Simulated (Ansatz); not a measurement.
# C₂H₅In: basis-set convergence

One table from this session's results is given with a row withheld; the runs are named, their logs left out.

Computed with Ansatz 0.2.0, Gaussian basis. Level: one geometry, several basis sets.

Plan: PBE0-D4/def2-SVP; ωB97M-V/def2-SVP; PBE0-D4/def2-QZVPP; ωB97M-V/def2-QZVPP; the functionals' def2-TZVPP values are taken from earlier runs.

1 further run of the same task is left out (for a known fault of the program).

**Structure used throughout**

An earlier PBE0-D4 in a triple-zeta def2 set relaxation fixed the geometry. In takes the def2 core potential; no spin-orbit term is included.

SMILES `C=[CH][InH2]`, 8 atoms, charge 0, spin multiplicity 1.

Atoms are counted from 1 here; the program's logs count them from 0.

Bond lengths: C1–C2 1.332 Å, C1–H4 1.088 Å, C1–H5 1.089 Å, C2–In3 2.135 Å, C2–H6 1.089 Å, In3–H7 1.724 Å, In3–H8 1.728 Å. Angles: C2–C1–H4 122.2°, C2–C1–H5 122.4°, H4–C1–H5 115.4°, C1–C2–In3 121.1°, C1–C2–H6 117.6°, In3–C2–H6 121.3°, C2–In3–H7 122.0°, C2–In3–H8 115.9°, H7–In3–H8 122.1°.

Set-up of the first run:

File in.yaml:

```yaml
crystal:
  periodic: [false, false, false]
  atoms:
    - {symbol: C, position_ang: [-1.013298, 1.059934, -0.051723]}
    - {symbol: C, position_ang: [0.205382, 0.623975, -0.368194]}
    - {symbol: In, position_ang: [0.870873, -1.315349, 0.226797]}
    - {symbol: H, position_ang: [-1.715840, 0.454725, 0.516961]}
    - {symbol: H, position_ang: [-1.375004, 2.045115, -0.343688]}
    - {symbol: H, position_ang: [0.847717, 1.291968, -0.939729]}
    - {symbol: H, position_ang: [2.443032, -1.901996, -0.168017]}
    - {symbol: H, position_ang: [-0.262862, -2.258372, 1.127603]}
basis:
  gaussian: {orbitals: def2-SVP}
hamiltonian: {xc: pbe0, dispersion: d4}
output: {orbitals: {seedname: orbitals}}
```

Command:

```
ansatz run in.yaml --threads 4 --pin off --events-out ev --progress --plain --max-ram 10444MiB
```

Among the steps run: PBE0-D4 in def2-SVP; ωB97M-V in def2-SVP; PBE0-D4 in def2-QZVPP; ωB97M-V in def2-QZVPP.

One of the session's tables, all rows but one given; the rest of the session is left out.

It belongs to the step «Functionals by basis». 

| functional | basis | HOMO (eV) | LUMO (eV) |
| --- | --- | --- | --- |
| PBE0-D4 | def2-SVP | -7.57 | -1.71 |
| PBE0-D4 | def2-TZVPP | -7.59 | -1.77 |
| PBE0-D4 | def2-QZVPP | ? | ? |
| ωB97M-V | def2-SVP | -9.72 | -0.08 |
| ωB97M-V | def2-TZVPP | -9.77 | -0.23 |
| ωB97M-V | def2-QZVPP | -9.78 | -0.27 |

Q: Estimate the row for PBE0-D4, def2-QZVPP from the others.

The run gave: HOMO (eV): -7.60; LUMO (eV): -1.78. In the column «HOMO (eV)» it lies between ωB97M-V, def2-SVP (-9.72) and PBE0-D4, def2-TZVPP (-7.59).
